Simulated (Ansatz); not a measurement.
# BH3O (SMILES BO): r2SCAN/STO-3G

What is the electronic atomisation energy of BH3O at r2SCAN/STO-3G? 

The results are computed with Ansatz 0.2.0.

46 further runs of the same task are left out: 46 set aside as unsound or not needed.

## 1. The system as given

BH3O has 5 atoms, charge 0, and is taken as a singlet. As SMILES, `BO`. Geometry: relaxed at PBE0-D4/def2-TZVP.

Bond lengths: B1–O2 1.348 Å, B1–H3 1.196 Å, B1–H4 1.202 Å, O2–H5 0.961 Å. Angles: B1–O2–H5 113.5°, O2–B1–H3 116.8°, O2–B1–H4 120.7°, H3–B1–H4 122.5°.

## 2. A single-point energy at r2SCAN/STO-3G

The input, run.yaml:

```yaml
crystal:
  periodic: [false, false, false]
  atoms:
    - {symbol: B, position_ang: [-0.226600, -0.352800, 0.074700]}
    - {symbol: O, position_ang: [0.413500, 0.801800, 0.345900]}
    - {symbol: H, position_ang: [-0.820300, -0.865500, 0.977800]}
    - {symbol: H, position_ang: [-0.190600, -0.828900, -1.028100]}
    - {symbol: H, position_ang: [0.874000, 1.171800, -0.411700]}
basis:
  gaussian: {orbitals: STO-3G}
total_charge: 0
hamiltonian: {xc: {name: r2SCAN}}
accuracy: high
```

Launch:

```bash
$ ansatz run run.yaml --threads 1 --pin off --max-ram 2610MiB --events-out events.jsonl --progress --plain --runs-dir runs
```

The program printed:

```text
Warning: RAYON_NUM_THREADS=1 ignored (pool sized by the plan → 1); use --threads N
Functional definition: r2SCAN
  name "r2SCAN"
  parameter k0 = 0.174
  parameter k1 = 0.065
  parameter a1 = 4.9479
  exchange = r2scan_x(k0 = k0, k1 = k1, a1 = a1)
  correlation = r2scan_c
207 factors; integrals over basis functions are off by at most 3.6e-8 eV
mean field evaluation 1: about -2734.2562 eV, gradient 8.6e0 eV
mean field evaluation 2: about -2734.2617 eV, gradient 9.6e0 eV
mean field evaluation 4: about -2734.5181 eV, gradient 1.9e-1 eV
mean field evaluation 8: about -2734.4618 eV, gradient 3.9e-3 eV
mean field evaluation 16: about -2734.4618 eV, gradient 8.9e-9 eV
mean field -2734.46175815 eV, -100.4896161271 hartree, gradient 8.9e-9 eV, S^2 0.000000; 0 other end points of the search recorded, 0 dependent functions left out
reference -2734.46175850 eV, -100.4896161401 hartree; 8, 8 occupied and 5, 5 virtual orbitals, 207 factors
Total energy: -2734.46175850 eV, -100.4896161401 hartree
```

Wall time 1.6 s (1 thread of Arm Neoverse V1, shared host); peak memory 0.12 GiB.

## 3. The B atom, same level

The input, input.yaml:

```yaml
crystal:
  periodic: [false, false, false]
  atoms:
    - {symbol: B, position_ang: [0.000000, 0.000000, 0.000000]}
basis:
  gaussian:
    orbitals: STO-3G
magnetization:
  spin_polarized: true
  initial_magnetization: 1
hamiltonian:
  xc: r2scan
accuracy: high
```

Run the same way, it converges to -24.25154 Eh (log not shown).

## 4. The H atom at the same level

The input, run.yaml:

```yaml
crystal:
  periodic: [false, false, false]
  atoms:
    - {symbol: H, position_ang: [0.000000, 0.000000, 0.000000]}
basis:
  gaussian:
    orbitals: STO-3G
magnetization:
  spin_polarized: true
  initial_magnetization: 1
hamiltonian:
  xc: {name: r2SCAN}
accuracy: high
```

Run the same way, it converges to -0.46646 Eh (log not shown).

## 5. The O atom at the same level

The input, run.yaml:

```yaml
crystal:
  periodic: [false, false, false]
  atoms:
    - {symbol: O, position_ang: [0.000000, 0.000000, 0.000000]}
basis:
  gaussian: {orbitals: STO-3G}
magnetization: {spin_polarized: true, initial_magnetization: 2}
hamiltonian: {xc: {name: r2SCAN}}
accuracy: high
```

Run the same way, it converges to -74.01525 Eh (log not shown).

## 6. Outcome

Level: r2SCAN/STO-3G.

```
                     quantity          value
       molecule: total energy  -100.48962 Eh
         B atom: total energy   -24.25154 Eh
                 B atom: ⟨S²⟩          0.750
         H atom: total energy    -0.46646 Eh
                 H atom: ⟨S²⟩          0.750
         O atom: total energy   -74.01525 Eh
                 O atom: ⟨S²⟩          2.000
electronic atomisation energy      22.407 eV
```

What this shows: Taking the molecule apart into free atoms costs 22.41 eV (2162 kJ/mol), before zero-point energy and without spin-orbit coupling. In a minimal basis such a difference can be off by several eV, whatever the method.
